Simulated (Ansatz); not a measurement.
**Ni (fcc type): how the settings move a single-point run**

Aim: see which settings change the result for Ni (fcc type), by how much, and at what cost.

Program: Ansatz 0.2.0. Level of theory: reference: DFT, PBE, all-electron PAW with datasets made for the crystal, scalar-relativistic. These are calculated values, not measurements.

1 further run of the same task is left out (it didn't finish).

### 1 The starting structure

Symmetry: Fm-3m, No. 225, cubic system. Conventional cell: a = 2.696 Å, b = 2.696 Å, c = 2.696 Å, α = 90.00°, β = 90.00°, γ = 90.00°. Ni (site symmetry m-3m) has 12 Ni at 1.91 Å as nearest neighbours.

As a file:

```
CELL_PARAMETERS angstrom
0.00000 1.34797 1.34797
1.34797 0.00000 1.34797
1.34797 1.34797 0.00000
ATOMIC_POSITIONS crystal
Ni 0.00000 0.00000 0.00000
```

### 2 Baseline

Input file input.yaml:

```yaml
crystal:
  lattice:
    - [0.0, 1.3479749894, 1.3479749894]
    - [1.3479749894, 0.0, 1.3479749894]
    - [1.3479749894, 1.3479749894, 0.0]
  atoms:
    - { symbol: Ni, position: [0.0, 0.0, 0.0], spin: 1.0 }
magnetization:
  spin_polarized: true
kpoints:
  mp_grid: { grid: [18, 18, 18] }
scf:
  occupations: { method: fermi_dirac, width: 0.05 }
hamiltonian:
  xc: pbe
  pseudopotentials: { kind: all_electron, datasets: crystal }
output:
  forces: true
  stress: true
  eigenvalues: true
```

Started as:

```bash
ansatz run input.yaml --threads 1 --pin off --max-ram 3072MiB --backend cpu --events-out ev --progress --plain --runs-dir out
```

### 3 Changed: starting moments, mp_grid.grid [27, 27, 27], dispersion d4

input.yaml, as its differences from that of step 2:

```diff
@@ -6,3 +6,3 @@
   atoms:
-    - { symbol: Ni, position: [0.0, 0.0, 0.0], spin: 1.0 }
+    - { symbol: Ni, position: [0.0, 0.0, 0.0], spin: -1.0 }
 magnetization:
@@ -10,3 +10,3 @@
 kpoints:
-  mp_grid: { grid: [18, 18, 18] }
+  mp_grid: { grid: [27, 27, 27] }
 scf:
@@ -16,2 +16,3 @@
   pseudopotentials: { kind: all_electron, datasets: crystal }
+  dispersion: d4
 output:
```

What does the calculation give? Wanted: for each run, ending; energy change; pressure; gap; force.

The runs gave:

```
                                                          run     ending                                     energy change  pressure (GPa)  gap (eV)  force (eV/Å)  cycles     time
                                                    reference  converged                                                 0          1040.1      0.00          0.00       6     37 s
1: starting moments, mp_grid.grid [27, 27, 27], dispersion d4  converged  -880.3 meV/atom (offset of the dispersion model)          1019.1      0.00          0.00       6  1.8 min
```

Residual by cycle in the longest SCF loop of each run; runs are numbered as in the table. The quantity is the density residual dr2, in eV.

```
cycle  reference    run 1
    1     1.2e-4   1.2e-4
    2     7.5e-4   7.9e-4
    3    0.00195  0.00209
    4     1.1e-5   1.2e-5
    5     2.5e-6   2.6e-6
    6    3.7e-10   1.1e-9
```

The energy moves by -880.3 meV/atom, nearly all of it the dispersion term itself (-887.4 meV/atom); that offset belongs to the model and is no gain or loss of stability; the pressure goes from 1040.1 to 1019.1 GPa. The structure is not at rest: the sound run finds 1040 GPa, so these are no properties of the relaxed crystal. 
